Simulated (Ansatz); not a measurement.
# RbPd: the cost of one run

Method: DFT PBE, scalar-relativistic, plane waves, PAW, in Ansatz 0.2.0.

## 1. The structure to begin with

The structure is cubic, space group Fm-3m (No. 225). Conventional cell: a = 6.230 Å, b = 6.230 Å, c = 6.230 Å, α = 90.00°, β = 90.00°, γ = 90.00°. Around Rb (site symmetry m-3m) lie 6 Pd at 3.11 Å. Pd (site symmetry m-3m) is surrounded by 6 Rb at 3.11 Å.

As a file:

```cif
data_structure
_symmetry_space_group_name_H-M 'P 1'
_symmetry_Int_Tables_number 1
_cell_length_a 4.4051
_cell_length_b 4.4051
_cell_length_c 4.4051
_cell_angle_alpha 60.000
_cell_angle_beta 60.000
_cell_angle_gamma 60.000
_cell_volume 60.45
loop_
_atom_site_label
_atom_site_type_symbol
_atom_site_fract_x
_atom_site_fract_y
_atom_site_fract_z
_atom_site_occupancy
Rb1 Rb 0.50000 0.50000 0.50000 1
Pd1 Pd 0.00000 0.00000 0.00000 1
```

A structure generator made this guess: random cell by space group and Wyckoff sites (Fm-3m, No. 225). Lengths come from tabulated atomic sizes and are only a guess.

## 2. Probe: one point on a coarse mesh

File input.yaml:

```yaml
crystal:
  lattice:
    - [0.0, 3.11489902, 3.11489902]
    - [3.11489902, 0.0, 3.11489902]
    - [3.11489902, 3.11489902, 0.0]
  atoms:
    - { symbol: Rb, position: [0.5, 0.5, 0.5] }
    - { symbol: Pd, position: [0.0, 0.0, 0.0] }
basis:
  ecutwfc: 420
kpoints:
  mp_grid: { grid: [6, 6, 6] }
hamiltonian:
  xc: pbe
scf:
  occupations: { method: gaussian, width: 0.1 }
  lower_state_search: "off"
output:
  forces: true
  stress: true
  eigenvalues: true
```

Started as:

```console
ansatz run input.yaml --threads 1 --pin off --max-ram 2048MiB --backend cpu --events-out ev --progress --plain --runs-dir out
```

What time and memory should one allow on 1 thread of Intel Xeon Platinum 8259CL at 2.50GHz (Skylake/Cascade Lake), shared host?

About 1.8 s, with a peak of 0.33 GiB.
